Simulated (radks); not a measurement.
# The first electron to leave Ru⁶⁺

Ru⁶⁺ stands in [Kr] 4d2. From which sub-shell is an electron easiest to take? Each removal is a run of its own. The parent's configuration is the lowest that an earlier search found at this level.

The numbers are computed with radks (a radial shooting solver on a logarithmic mesh, Libxc functionals) version 1 (scalar-relativistic Kohn-Sham, r2SCAN, spin-polarised, spherical densities, finite nucleus; open shells are filled with parallel spins first), except any that are marked as measured or tabulated.

4 further runs of the same task are left out: 4 set aside as unsound or not needed.

## Step 1: The system

* element: ruthenium (Z = 44)
* charge: +6
* electrons: 38
* configuration: [Kr] 4d2
* nuclear rms radius: 4.4809 fm

Outer shells as boxes (Hund's rule):

Ru⁶⁺
```
[Kr] core
4d [↑ ][↑ ][  ][  ][  ]
```

## Step 2: The parent, Ru⁶⁺

From an earlier run at this level the parent has E = -4522.713829 hartree and these outer levels (eV):

```
  level  occupation  energy (eV)
  3d up           5      -367.84
3d down           5      -367.34
  4s up           1      -165.84
4s down           1      -163.25
  4p up           3      -133.54
4p down           3      -130.76
  4d up           2      -85.132
4d down           0      -81.961
```

## Step 3: Remove 4d: [Kr] 4d1

The run's settings:

```text
Z 44
configuration [Kr] 4d1
relativity scalar-relativistic
functional r2scan,r2scan
spin polarised
nucleus finite rms 4.4809 fm
c 137.035999084
```

## Step 4: Remove 4p: [Ar] 3d10 4s2 4p5 4d2

Settings, as their differences from step 3:

```diff
@@ -1,3 +1,3 @@
 Z 44
-configuration [Kr] 4d1
+configuration [Ar] 3d10 4s2 4p5 4d2
 relativity scalar-relativistic
```

## Step 5: Remove 4s: [Ar] 3d10 4s1 4p6 4d2

The run's settings:

```text
Z 44
configuration [Ar] 3d10 4s1 4p6 4d2
relativity scalar-relativistic
functional r2scan,r2scan
spin polarised
nucleus finite rms 4.4809 fm
c 137.035999084
```

## Step 6: Remove 3d: [Ar] 3d9 4s2 4p6 4d2

The run's settings:

```text
Z 44
configuration [Ar] 3d9 4s2 4p6 4d2
relativity scalar-relativistic
functional r2scan,r2scan
spin polarised
nucleus finite rms 4.4809 fm
c 137.035999084
```

**Question.** What will these runs give? Wanted: for each run, case; final configuration; Δ-SCF; −ε of the level emptied.

The runs gave:

```
     case    final configuration  Δ-SCF (eV)  −ε of the level emptied (eV)
remove 4d               [Kr] 4d1      93.462                        85.132
remove 4p  [Ar] 3d10 4s2 4p5 4d2      140.05                        130.76
remove 4s  [Ar] 3d10 4s1 4p6 4d2      173.03                        163.25
remove 3d   [Ar] 3d9 4s2 4p6 4d2      388.71                        367.34
```

Removal from 4d costs least (93.462 eV), ahead of 4p (140.05 eV). 4d is also the highest occupied level of the parent. NIST lists 93 eV (theoretical), between the same two configurations. Open shells are spherical and high-spin; term and fine-structure splittings are not resolved.
